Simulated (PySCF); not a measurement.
**Pb(NH2)4: other functionals and bases at one geometry**

Aim: see how levels, charges and forces of Pb(NH2)4 depend on the level of theory. It is a constructed species; whether it can be made isn't addressed.

Method: several levels, as the steps say, no spin–orbit coupling; program: PySCF 2.14.0.

2 further runs of the same task are left out: 1 for a known fault of the program, 1 that didn't finish.

**1. The starting structure**

13 atoms, charge 0, spin multiplicity 1.

Bond lengths: Pb1–N2 2.191 Å, Pb1–N5 2.177 Å, Pb1–N8 2.191 Å, Pb1–N11 2.174 Å, N2–H3 1.026 Å, N2–H4 1.026 Å, N5–H6 1.025 Å, N5–H7 1.025 Å, N8–H9 1.025 Å, N8–H10 1.025 Å, N11–H12 1.025 Å, N11–H13 1.025 Å. Angles: N2–Pb1–N5 107.2°, N2–Pb1–N8 119.7°, N2–Pb1–N11 104.7°, N5–Pb1–N8 108.0°, N5–Pb1–N11 112.5°, N8–Pb1–N11 104.9°, Pb1–N2–H3 106.2°, Pb1–N2–H4 107.4°, H3–N2–H4 104.8°, Pb1–N5–H6 107.3°, Pb1–N5–H7 107.6°, H6–N5–H7 106.1°, Pb1–N8–H9 107.5°, Pb1–N8–H10 106.3°, H9–N8–H10 105.0°, Pb1–N11–H12 106.6°, Pb1–N11–H13 106.3°, H12–N11–H13 104.5°.

Geometry (Å):

```
Pb    0.0713    0.0811   -0.0587
N    -0.1295   -1.3391    1.5981
H    -0.4123   -0.7879    2.4160
H     0.8105   -1.6808    1.8249
N    -0.1718   -1.0468   -1.9050
H    -0.1446   -2.0416   -1.6607
H     0.6549   -0.8737   -2.4853
N     1.8912    1.2876   -0.2387
H     2.6810    0.7004    0.0487
H     1.8267    2.0156    0.4804
N    -1.5252    1.5235    0.2521
H    -1.5657    2.1025   -0.5932
H    -2.4011    0.9906    0.2398
```

Formal oxidation states: Pb +4. An earlier session relaxed this geometry at B3LYP, Pb def2-SVP with ECP60, N def2-SVP, H def2-SVP (singlet, point group C1).

At B3LYP on the finer grid: E = -416.521482 Eh, HOMO -6.47 eV, LUMO -1.78 eV, Mulliken charge on Pb1 +0.67 e, largest force component 0.014 eV/Å. 

Levels to run: TPSSh; BLYP; M06-L; PBE; B3LYP, x2c-SVP. Hardware: 2 threads of Intel Xeon Platinum 8375C at 2.90GHz (Ice Lake), shared host.

**2. TPSSh**

Contents of run.py (the lines that set the calculation):

```python
mol = gto.M(atom='''
Pb     0.07135     0.08108    -0.05869
N     -0.12948    -1.33907     1.59813
H     -0.41228    -0.78787     2.41600
H      0.81046    -1.68079     1.82489
N     -0.17179    -1.04679    -1.90498
H     -0.14464    -2.04159    -1.66072
H      0.65493    -0.87370    -2.48527
N      1.89115     1.28756    -0.23874
H      2.68101     0.70040     0.04867
H      1.82673     2.01558     0.48037
N     -1.52523     1.52350     0.25207
H     -1.56572     2.10250    -0.59322
H     -2.40113     0.99055     0.23982''',
    basis={'Pb': 'def2-SVP', 'N': 'def2-SVP', 'H': 'def2-SVP'},
    ecp={'Pb': 'def2-SVP'},
    charge=0, spin=0)
mf = dft.RKS(mol, xc='TPSSH')
mf.grids.atom_grid = (75, 302)
mf = mf.density_fit()  # fitting sets: Pb def2-universal-JKFIT, N def2-universal-JKFIT, H def2-universal-JKFIT
mf.conv_tol = 1e-08; mf.max_cycle = 55
mf.kernel(dm0)  # dm0: the density of the relaxed state
```

Launch:

```
$ OMP_NUM_THREADS=2 python run.py
```

**3. BLYP**

run.py (the lines that set the calculation), as its differences from that of step 2:

```diff
@@ -17,3 +17,3 @@
     charge=0, spin=0)
-mf = dft.RKS(mol, xc='TPSSH')
+mf = dft.RKS(mol, xc='BLYP')
 mf.grids.atom_grid = (75, 302)
```

**4. M06-L**

run.py (the lines that set the calculation), as its differences from that of step 3:

```diff
@@ -17,3 +17,3 @@
     charge=0, spin=0)
-mf = dft.RKS(mol, xc='BLYP')
+mf = dft.RKS(mol, xc='M06L')
 mf.grids.atom_grid = (75, 302)
```

**5. PBE**

run.py (the lines that set the calculation), as its differences from that of step 4:

```diff
@@ -17,3 +17,3 @@
     charge=0, spin=0)
-mf = dft.RKS(mol, xc='M06L')
+mf = dft.RKS(mol, xc='PBE')
 mf.grids.atom_grid = (75, 302)
```

**6. B3LYP, x2c-SVP**

Basis: Pb x2c-SVPall, N x2c-SVPall, H x2c-SVPall. All electrons are treated, with the spin-free X2C Hamiltonian.

Contents of run.py (the lines that set the calculation):

```python
mol = gto.M(atom='''
Pb     0.07135     0.08108    -0.05869
N     -0.12948    -1.33907     1.59813
H     -0.41228    -0.78787     2.41600
H      0.81046    -1.68079     1.82489
N     -0.17179    -1.04679    -1.90498
H     -0.14464    -2.04159    -1.66072
H      0.65493    -0.87370    -2.48527
N      1.89115     1.28756    -0.23874
H      2.68101     0.70040     0.04867
H      1.82673     2.01558     0.48037
N     -1.52523     1.52350     0.25207
H     -1.56572     2.10250    -0.59322
H     -2.40113     0.99055     0.23982''',
    basis={'Pb': 'x2c-SVPall', 'N': 'x2c-SVPall', 'H': 'x2c-SVPall'},
    nucmod='G',
    charge=0, spin=0)
mf = dft.RKS(mol, xc='B3LYP')
mf.grids.atom_grid = (99, 590)
mf = mf.density_fit()  # fitting sets: Pb AutoAux, N AutoAux, H AutoAux
mf = mf.sfx2c1e()
mf.conv_tol = 1e-08; mf.max_cycle = 55
mf.kernel(dm0)  # dm0: free metal ions and neutral atoms
```

**Question.** What will these runs give? Wanted: for each run, HOMO; gap; charge on Pb1; dipole; largest force.

The runs gave:

| level | state | HOMO (eV) | gap (eV) | charge on Pb1 (e) | dipole (D) | largest force (eV/Å) | basis functions | time |
| --- | --- | --- | --- | --- | --- | --- | --- | --- |
| B3LYP (relaxed here) | singlet | -6.47 | 4.69 | 0.67 | 2.07 | 0.01 | 122 | 54 s |
| TPSSh | singlet | -5.98 | 4.04 | 0.70 | 2.03 | 0.16 | 122 | 22 s |
| BLYP | singlet | -5.14 | 2.89 | 0.54 | 1.91 | 0.49 | 122 | 16 s |
| M06-L | singlet | -5.60 | 3.45 | 0.94 | 2.09 | 0.11 | 122 | 21 s |
| PBE | singlet | -5.32 | 2.97 | 0.57 | 1.95 | 0.46 | 122 | 15 s |
| B3LYP, x2c-SVP | singlet | -6.46 | 4.62 | 0.76 | 2.05 | 0.16 | 158 | 94 s |

Times are on 2 threads of Intel Xeon Platinum 8375C at 2.90GHz (Ice Lake), shared host; the first row also made further properties.

In one basis the HOMO–LUMO gap runs from 2.89 eV (BLYP) to 4.69 eV (B3LYP). The largest leftover force, 0.49 eV/Å with BLYP, stands at a geometry relaxed at another level. The Mulliken charge on Pb spans +0.54 to +0.94 e over the levels. Total energies of different levels can't be compared. Spin–orbit coupling is left out throughout.
